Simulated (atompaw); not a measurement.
# Pseudopotential generation for Ni: PAW (atompaw), PBE

Aim: build the potential from the settings below, then test how well it stands in for the atom: scattering, ghost states and the plane-wave cutoff that it needs.

Method: atompaw 4.2.0.5, PBE, scalar-relativistic.

### Step 1. The atom and the settings

Typed settings, in words:

* element: nickel (Ni, Z = 28)
* type: PAW
* frozen core: [Ne] 3s2
* valence charge: 16
* reference configuration: 3p6 3d8 4s2 4p0
* partial waves: 4s (bound): rc 1.90 bohr; 4s channel at 3.15 Ry: rc 1.90 bohr; 3p (bound): rc 1.00 bohr; 4p (bound, empty): rc 1.25 bohr; 3d (bound): rc 1.90 bohr; 3d channel at 0.05 Ry: rc 1.40 bohr
* local potential: troulliermartins scheme with l = 3 at -0.5 Ry, radius 1.85 bohr
* core correction: smooth core density matched at 1.85 bohr
* augmentation charge: besselshape compensation charge, radius 1.45 bohr; PAW radius 1.90 bohr; waves and projectors: custom polynom gramschmidtortho

The outer shells as boxes (Hund's rule for the drawing; the calculation is spin-unpolarised):

```
[Ne] core
3s [↑↓]
3p [↑↓][↑↓][↑↓]
3d [↑↓][↑↓][↑↓][↑ ][↑ ]
4s [↑↓]
4p [  ][  ][  ]
```

An earlier all-electron run gives the scale for the radii.

All-electron outer shells of the reference configuration (PBE, scalar-relativistic, ld1.x):

```
shell  level (eV)  outermost node (bohr)  outermost maximum (bohr)
   2p     -844.68                      –                      0.16
   3s     -111.06                   0.30                      0.64
   3p      -71.39                   0.27                      0.65
   3d       -8.87                      –                      0.63
   4s       -5.64                   0.92                      2.24
   4p       -1.22                   1.00                      3.17
```

### Step 2. Generation

Ni.input

```
Ni 28
GGA-PBE scalarrelativistic loggrid 1500 logderivrange -7 5 301
4 4 3 0 0 0
4 1 0
3 2 8
0 0 0
c
c
c
v
c
v
v
v
2
1.90 1.45 1.85 1.85
y
3.15
n
n
y
0.05
n
custom polynom gramschmidtortho besselshape
3 -0.5 troulliermartins
1.90
1.90
1.00
1.25
1.90
1.40
PWSCFOUT
UPFDX 0.0125d0 UPFXMIN -7.d0 UPFZMESH 28.d0
END
```

Command:

```console
$ atompaw < Ni.input > Ni.log
```

**Question.** What will these runs give? Wanted: cutoffs for 10 and 1 mRy, occupied levels; bound ghosts; largest phase difference near zero energy, channels read; lowest eigenvalue of the overlap; share of valence orbitals outside the PAW sphere; UPF file.

**Answer**, as computed:

| quantity | value |
| --- | --- |
| cutoffs for 10 and 1 mRy, occupied levels | 100 Ry and 140 Ry |
| bound ghosts | s at -143.03 eV |
| largest phase difference near zero energy, channels read | 0.000 rad |
| lowest eigenvalue of the overlap (Bessel basis) | 0.173 (s) |
| share of valence orbitals outside the PAW sphere | 4s 79 %, 3p 1 %, 4p 94 %, 3d 8 % |
| UPF file | written |

It has a bound ghost (s), a state that the atom doesn't have, and that rules the file out. By its cutoff, 100 Ry for the looser tolerance, it is hard. The slowest occupied level is 3p: taken alone it needs 110 Ry to come within 1 mRy, against 30 Ry for 3d. Near zero energy the phases of the channels with partial waves agree within 0.001 rad. These are tests on the free atom; a crystal test is still owed.
